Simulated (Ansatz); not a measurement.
**Cl₂F₂H₂MoO₂: shape, modes and thermochemistry**

The task is to find a stationary geometry of Cl₂F₂H₂MoO₂, then compute its harmonic vibrations to see whether it is a minimum and to get the zero-point energy and entropy, and look at its orbitals and charge.

Computed with Ansatz 0.2.0, Gaussian basis. Level: RKS PBE0-D4/def2-TZVP.

Levels to be run: relaxation at PBE0-D4/def2-TZVP; harmonic vibrations at the same level; a single point in def2-TZVPP for the fields.

1 further run of the same task is left out (for a known fault of the program). Runs told in other sessions of the task aren't counted.

## (1) Where the work starts

SMILES `[OH][Mo]([OH])([F])([F])([Cl])[Cl]`, 9 atoms, charge 0, spin multiplicity 1.

Atoms are counted from 1 here; the program's logs count them from 0.

Bond lengths: O1–Mo2 1.736 Å, O1–H8 0.962 Å, Mo2–O3 1.736 Å, Mo2–F4 1.780 Å, Mo2–F5 1.781 Å, Mo2–Cl6 2.320 Å, Mo2–Cl7 2.318 Å, O3–H9 0.962 Å. Angles: Mo2–O1–H8 173.4°, O1–Mo2–O3 95.1°, O1–Mo2–F4 89.5°, O1–Mo2–F5 175.4°, O1–Mo2–Cl6 92.6°, O1–Mo2–Cl7 92.6°, O3–Mo2–F4 175.4°, O3–Mo2–F5 89.6°, O3–Mo2–Cl6 92.5°, O3–Mo2–Cl7 92.5°, F4–Mo2–F5 85.9°, F4–Mo2–Cl6 87.2°, F4–Mo2–Cl7 87.3°, F5–Mo2–Cl6 87.2°, F5–Mo2–Cl7 87.1°, Cl6–Mo2–Cl7 172.4°, Mo2–O3–H9 172.8°.

The start is a GFN2-xTB geometry. Mo takes the def2 core potential; no spin-orbit term is included.

## (2) Optimising with PBE0-D4/def2-TZVP

in.yaml reads:

```yaml
crystal:
  periodic: [false, false, false]
  atoms:
    - {symbol: O, position_ang: [-0.739100, -1.343440, -0.124500]}
    - {symbol: Mo, position_ang: [-0.033780, 0.240410, -0.210890]}
    - {symbol: O, position_ang: [0.915660, 0.064710, 1.232380]}
    - {symbol: F, position_ang: [-0.955130, 0.551570, -1.702330]}
    - {symbol: F, position_ang: [0.614650, 1.885810, -0.420730]}
    - {symbol: Cl, position_ang: [-1.797350, 1.205820, 0.946600]}
    - {symbol: Cl, position_ang: [1.700970, -0.490590, -1.563490]}
    - {symbol: H, position_ang: [-1.185600, -2.194420, -0.168540]}
    - {symbol: H, position_ang: [1.479670, 0.080120, 2.011510]}
basis:
  gaussian: {orbitals: def2-TZVP}
hamiltonian: {xc: pbe0, dispersion: d4}
relax: {f_tol: 0.005, max_steps: 150}
```

Launch:

```
ansatz run in.yaml --threads 4 --pin off --events-out ev --progress --plain --max-ram 11315MiB
```

After this run come: Harmonic vibrations; Fields at the relaxed geometry.

Before running them: what should the planned runs give, taken together? Wanted: point group; shift from the start; total energy; dispersion term; dipole moment; lowest, highest wavenumber; zero-point energy; HOMO, LUMO.

As calculated:

| quantity | value |
| --- | --- |
| point group | C1 |
| steps | 33 |
| shift from the start (rms) | 0.386 Å |
| total energy | -36454.0421 eV |
| dispersion term | -265 meV |
| dipole moment | 3.08 D |
| lowest, highest wavenumber | 82, 3864 cm⁻¹ |
| zero-point energy | 21.8 kcal/mol |
| entropy at 298.15 K | 413.0 J/(mol K) |
| HOMO, LUMO | -9.10, -4.89 eV |

**Reading.** The relaxed geometry lies 0.39 Å (rms) from the start; the bond that changed most is O1–Mo2, from 1.736 to 1.845 Å. All wavenumbers are real, so the end point is a minimum. The stiffest mode, 3864 cm⁻¹, is an O–H stretch, and 4 modes under 200 cm⁻¹ make the vibrational entropy uncertain. Harmonic hybrid wavenumbers usually lie a few per cent above measured fundamentals. The largest Mulliken charge, +1.57 e, sits on Mo2. The HOMO lies mostly on Cl6 82 %; O3 9 % and the LUMO on Mo2 61 %; O3 11 %.
